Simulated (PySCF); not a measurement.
# C₄H₈F₂Si: circular dichroism and optical rotation

What do calculations give for the circular dichroism and optical rotation of C₄H₈F₂Si (`F[C@H]1C[SiH2][C@H](F)C1`)?

Programs: PySCF 2.14.0, with routines of our own; each step states its level. All values are computed. Atoms count from 0.

## Step 1: The starting structure

15 atoms, charge 0, multiplicity 1; geometry from: GFN2-xTB.

## Step 2: Circular dichroism and optical rotation: TDDFT BHandHLYP/def2-SVPD

Job settings and geometry (Å):

```
{"job": {"kind": "ecd", "xc": "BHandHLYP", "basis": "def2-SVPD", "nstates": 16}, "charge": 0, "multiplicity": 1}
F      0.281627     0.113645    -2.065156
C      0.878787    -0.332411    -0.894651
C      1.142621     0.871697     0.003667
Si    -0.557659     1.265520     0.777665
C     -1.269192    -0.471049     0.321821
F     -1.831937    -1.112108     1.418118
C     -0.083338    -1.285928    -0.198457
H      1.799073    -0.837936    -1.213101
H      1.878983     0.593486     0.756227
H      1.570394     1.679745    -0.585801
H     -0.496910     1.438883     2.226086
H     -1.277579     2.331237     0.085194
H     -2.067290    -0.427048    -0.425753
H     -0.398569    -2.077994    -0.879261
H      0.426576    -1.741748     0.651490
```

Method: TDDFT BHandHLYP/def2-SVPD circular dichroism and optical rotation, one conformer, gas phase.

Started as:

```sh
$ OMP_NUM_THREADS=1 python excited_run.py task.json out
```

The driver reads the jobs from task.json and runs them one after another.

The log of the run:

```text
coarse grid: 13104 points
cycle   1  E = -645.7602288848  dE =  8.138e-01  |g| = 6.290e-01  |ddm| = 4.956e+00
cycle   2  E = -645.7654440888  dE = -5.215e-03  |g| = 6.804e-01  |ddm| = 1.373e+00
cycle   3  E = -645.8397067432  dE = -7.426e-02  |g| = 5.863e-02  |ddm| = 6.343e-01
cycle   4  E = -645.8403017448  dE = -5.950e-04  |g| = 2.705e-02  |ddm| = 1.168e-01
cycle   5  E = -645.8404776730  dE = -1.759e-04  |g| = 5.029e-03  |ddm| = 4.722e-02
cycle   6  E = -645.8404840856  dE = -6.413e-06  |g| = 7.224e-04  |ddm| = 8.263e-03
final grid: 122944 points
cycle   7  E = -645.9011007959  dE = -1.797e-05  |g| = 3.525e-03  |ddm| = 6.045e-02
cycle   8  E = -645.9011003799  dE =  4.160e-07  |g| = 4.004e-03  |ddm| = 9.328e-03
cycle   9  E = -645.9011034714  dE = -3.091e-06  |g| = 2.215e-04  |ddm| = 4.158e-03
cycle  10  E = -645.9011034789  dE = -7.532e-09  |g| = 1.294e-04  |ddm| = 4.713e-04
cycle  11  E = -645.9011034827  dE = -3.759e-09  |g| = 1.499e-05  |ddm| = 1.889e-04
cycle  12  E = -645.9011034828  dE = -7.049e-11  |g| = 3.600e-06  |ddm| = 4.015e-05
converged SCF energy = -645.9011034828

Singlet excitations and rotatory strengths (1e-40 esu^2 cm^2)
state   eV       nm     f(len)   f(vel)    R(len)    R(vel)   main configurations
  1   7.6168   162.8  0.03055  0.03202     0.901     0.175   H->L 0.49, H->L+1 0.20, H->L+2 0.12
  2   8.0287   154.4  0.00949  0.01013    21.472    22.172   H->L+1 0.60, H->L 0.25, H->L+3 0.09
  3   8.3140   149.1  0.09396  0.10280   -58.896   -61.280   H->L+2 0.33, H->L+3 0.20, H->L 0.12
  4   8.5427   145.1  0.03230  0.03300   -21.436   -21.217   H-1->L 0.55, H->L+3 0.17, H-1->L+1 0.10
  5   8.8054   140.8  0.02291  0.02254    17.253    16.986   H-1->L+1 0.46, H-1->L 0.19, H-1->L+2 0.10
  6   8.9372   138.7  0.10063  0.10934   -14.161   -15.384   H->L+2 0.31, H->L+3 0.25, H-1->L+1 0.16
  7   8.9996   137.8  0.02524  0.02771    15.624    16.135   H-2->L 0.37, H-2->L+1 0.21, H->L+3 0.11
  8   9.1293   135.8  0.00614  0.00639     3.209     3.517   H->L+4 0.66, H->L+2 0.08
  9   9.2271   134.4  0.02819  0.02977    85.212    87.663   H-1->L+2 0.29, H-1->L+3 0.19, H->L+4 0.09
 10   9.3169   133.1  0.00761  0.00762    -5.914    -7.568   H-2->L+2 0.20, H-3->L 0.14, H-4->L+1 0.13
 11   9.4247   131.6  0.00602  0.00684    -0.190     1.835   H->L+6 0.54, H-2->L+1 0.09, H->L+7 0.08
 12   9.4992   130.5  0.00791  0.00856   -10.339    -8.939   H-2->L+1 0.29, H-2->L 0.15, H->L+5 0.12
 13   9.5836   129.4  0.03262  0.03439    -0.427     0.097   H-3->L 0.46, H-2->L+1 0.12
 14   9.6442   128.6  0.00982  0.00994    -2.523    -3.315   H->L+5 0.56, H-1->L+2 0.12
 15   9.7084   127.7  0.09915  0.10094    32.643    34.243   H->L+7 0.37, H-1->L+3 0.17, H-1->L+2 0.11
 16   9.7814   126.8  0.14675  0.15051   -52.881   -54.244   H->L+7 0.24, H-1->L+3 0.23, H-1->L+2 0.12

Specific rotation (deg / (dm g/mL))
    nm     length   length(OI)   velocity    alpha(len)  alpha(vel)
  633.0     -18.06     -16.92     -18.39       71.093     71.332
  589.3     -21.10     -19.78     -21.55       71.314     71.557
  546.0     -24.99     -23.42     -25.59       71.590     71.837
  436.0     -41.91     -39.30     -43.41       72.732     72.997
  405.0     -50.08     -46.99     -52.14       73.250     73.524
  365.0     -65.05     -61.06     -68.31       74.149     74.438
  355.0     -69.93     -65.65     -73.62       74.429     74.723
```

Wall time 82 s (1 thread of Arm Neoverse V1, shared host); peak memory 0.93 GiB.

## Step 3: Outcome

```
                                                                                       quantity                                                          value
state of largest rotatory strength (velocity form) among 16 (step 2, TDDFT BHandHLYP/def2-SVPD)  9.23 eV, R = +87.7 (velocity), +85.2 (length) ·10⁻⁴⁰ esu² cm²
                              specific rotation at 633.0 nm (step 2, TDDFT BHandHLYP/def2-SVPD)                               -18.4 (velocity), -18.1 (length)
```

Rotations belong to one conformer.
